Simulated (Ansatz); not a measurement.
# C3H7NOSi: the cost of one run

Method: functionals in def2-TZVPP, the program's frozen cores in correlated methods; program: Ansatz 0.2.0, Gaussian basis.

The runs, in order: PBE-D4, r2SCAN-D4, PBE0-D4, B3LYP-D4, ωB97X-V, ωB97M-V, B2PLYP; CCSD(T)/def2-TZVPP; MP2/def2-QZVPP; extrapolation to the limit.

## Step 1: The relaxed structure

An earlier PBE0-D4 in a triple-zeta def2 set relaxation fixed the geometry.

SMILES `C=C1O[Si]1(C)N`, 13 atoms, charge 0, spin multiplicity 1.

Atoms are counted from 1 here; the program's logs count them from 0.

Bond lengths: C1–C2 1.320 Å, C1–H7 1.085 Å, C1–H8 1.082 Å, C2–O3 1.419 Å, C2–Si4 1.776 Å, O3–Si4 1.681 Å, Si4–C5 1.846 Å, Si4–N6 1.686 Å, C5–H9 1.092 Å, C5–H10 1.091 Å, C5–H11 1.093 Å, N6–H12 1.006 Å, N6–H13 1.005 Å. Angles: C2–C1–H7 121.3°, C2–C1–H8 119.9°, H7–C1–H8 118.8°, C1–C2–O3 128.1°, C1–C2–Si4 169.5°, O3–C2–Si4 62.3°, C2–O3–Si4 69.3°, C2–Si4–O3 48.4°, C2–Si4–C5 124.8°, C2–Si4–N6 122.3°, O3–Si4–C5 116.8°, O3–Si4–N6 119.5°, C5–Si4–N6 110.5°, Si4–C5–H9 111.3°, Si4–C5–H10 109.6°, Si4–C5–H11 110.7°, H9–C5–H10 108.6°, H9–C5–H11 108.2° and more.

Geometry (Å):

```mol
C3H7NOSi
  3D, bonds by distance, orders not assigned

 13 13  0  0  0  0  0  0  0  0999 V2000
    2.6016   -0.6719    0.2351 C   0  0
    1.3692   -0.1994    0.2306 C   0  0
    0.7929    0.7523    1.1115 O   0  0
   -0.3195    0.2706   -0.0537 Si  0  0
   -1.7895   -0.6754    0.5391 C   0  0
   -0.7629    1.3471   -1.2737 N   0  0
    3.3264   -0.3489    0.9752 H   0  0
    2.9041   -1.3962   -0.5090 H   0  0
   -2.2337   -1.2645   -0.2660 H   0  0
   -1.4906   -1.3509    1.3415 H   0  0
   -2.5543    0.0023    0.9281 H   0  0
   -0.1034    1.9350   -1.7538 H   0  0
   -1.7196    1.5650   -1.4901 H   0  0
  1  2  8  0
  2  3  8  0
  3  4  8  0
  4  5  8  0
  4  6  8  0
  1  7  8  0
  1  8  8  0
  5  9  8  0
  5 10  8  0
  5 11  8  0
  6 12  8  0
  6 13  8  0
  2  4  8  0
M  END
```

## Step 2: PBE-D4 (GGA)

The input, in.yaml:

```yaml
crystal:
  periodic: [false, false, false]
  atoms:
    - {symbol: C, position_ang: [2.601586, -0.671885, 0.235143]}
    - {symbol: C, position_ang: [1.369160, -0.199369, 0.230559]}
    - {symbol: O, position_ang: [0.792877, 0.752297, 1.111501]}
    - {symbol: Si, position_ang: [-0.319484, 0.270642, -0.053673]}
    - {symbol: C, position_ang: [-1.789480, -0.675357, 0.539052]}
    - {symbol: N, position_ang: [-0.762859, 1.347086, -1.273728]}
    - {symbol: H, position_ang: [3.326382, -0.348869, 0.975241]}
    - {symbol: H, position_ang: [2.904100, -1.396216, -0.508988]}
    - {symbol: H, position_ang: [-2.233727, -1.264452, -0.266025]}
    - {symbol: H, position_ang: [-1.490610, -1.350935, 1.341484]}
    - {symbol: H, position_ang: [-2.554339, 0.002274, 0.928052]}
    - {symbol: H, position_ang: [-0.103356, 1.934995, -1.753828]}
    - {symbol: H, position_ang: [-1.719648, 1.564990, -1.490091]}
basis:
  gaussian: {orbitals: def2-TZVPP}
hamiltonian: {xc: pbe, dispersion: d4}
output: {forces: true, orbitals: {seedname: orbitals}}
```

The run is started by

```bash
$ ansatz run in.yaml --threads 4 --pin off --events-out ev --progress --plain --max-ram 10444MiB
```

**Question.** How long does this run take on 4 threads of Arm Neoverse V1, shared host, and how much memory does it need?

About 3.9 s, with a peak of 0.42 GiB.
